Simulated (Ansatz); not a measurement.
Task: a calculation of the elastic constants of TePb, space group Fm-3m, with the Python package of Ansatz (0.2.0). Give the script and its output. Level of theory (first run): PBE, PAW, the default cutoff (420 eV here), 6×6×6 k-points, fixed occupations.

Input file `tepb.extxyz`:
```text
2
Lattice="0.0 3.231 3.231 3.231 0.0 3.231 3.231 3.231 0.0" Properties=species:S:1:pos:R:3 pbc="T T T"
Te    3.23100000    3.23100000    3.23100000
Pb    0.00000000    0.00000000    0.00000000
```

`tepb_elastic.py`:
```python
from dataclasses import replace
import warnings

import ansatz as az
import numpy as np

config = {
    "functional": "pbe",
    "mesh": (6, 6, 6),
}

warnings.simplefilter("ignore", az.DeckWarning)

structure = az.Crystal.from_extxyz("tepb.extxyz")

base = structure.calculation()
base = base.functional(config["functional"])
base = base.occupations(az.OccupationsMethod.FIXED)
base = base.kpoints(*config["mesh"])
rest = base.relax(cell=True).run(threads=1).lattice
relaxed = az.Crystal(lattice=az.Lattice.of(rest.cell_ang))
for site in rest.sites:
    relaxed = relaxed.atom(site.symbol, site.position_frac)
base = replace(base, crystal=relaxed)
print("relaxed volume {:.3f} A^3".format(abs(np.linalg.det(rest.cell_ang))))
out = base.elastic("relaxed-ion").run(threads=1)
elastic = out.elastic

print(np.array2string(np.round(elastic.c_gpa, 1) + 0.0, suppress_small=True))
print("Voigt stress of the unstrained cell (GPa, tension positive):", np.round(elastic.sigma0_gpa, 3) + 0.0)
print("smallest eigenvalue of C:", round(elastic.stability.min_eigenvalue_gpa, 1), "GPa; tensor positive definite:", elastic.stability.min_eigenvalue_gpa > 0)
if elastic.stability.min_eigenvalue_gpa > 0:
    for name, value in elastic.moduli.to_plain().items():
        print(f"{name:14s} {value:9.3f}")
```

```console
$ python tepb_elastic.py
relaxed volume 70.967 A^3
[[103.5   5.9   5.9   0.    0.    0. ]
 [  5.9 103.5   5.9   0.    0.    0. ]
 [  5.9   5.9 103.5   0.    0.    0. ]
 [  0.    0.    0.   14.1   0.    0. ]
 [  0.    0.    0.    0.   14.1   0. ]
 [  0.    0.    0.    0.    0.   14.1]]
Voigt stress of the unstrained cell (GPa, tension positive): [0.047 0.047 0.047 0.    0.    0.   ]
smallest eigenvalue of C: 14.1 GPa; tensor positive definite: True
k_voigt_gpa       38.468
k_reuss_gpa       38.468
k_hill_gpa        38.468
g_voigt_gpa       27.977
g_reuss_gpa       19.705
g_hill_gpa        23.841
youngs_gpa        59.278
poisson            0.243
```

What to keep in mind:
- The Fermi level of a run with fixed occupations marks the highest occupied state on its mesh, not mid-gap.
- A positive definite tensor excludes instabilities under uniform strain alone; phonons elsewhere in the zone can still be imaginary.
- Spin-orbit coupling, which matters for elements this heavy, is left out.
- The structure is a deposited one; some such entries were measured under pressure or heat, so a shift against it needn't be the functional's error alone.
- The constants belong to the cell that was strained; where it wasn't relaxed first it may be under stress.
- Finished in 29 s on 1 thread of Arm Neoverse V1, with other jobs on the host, peak memory 0.47 GiB.
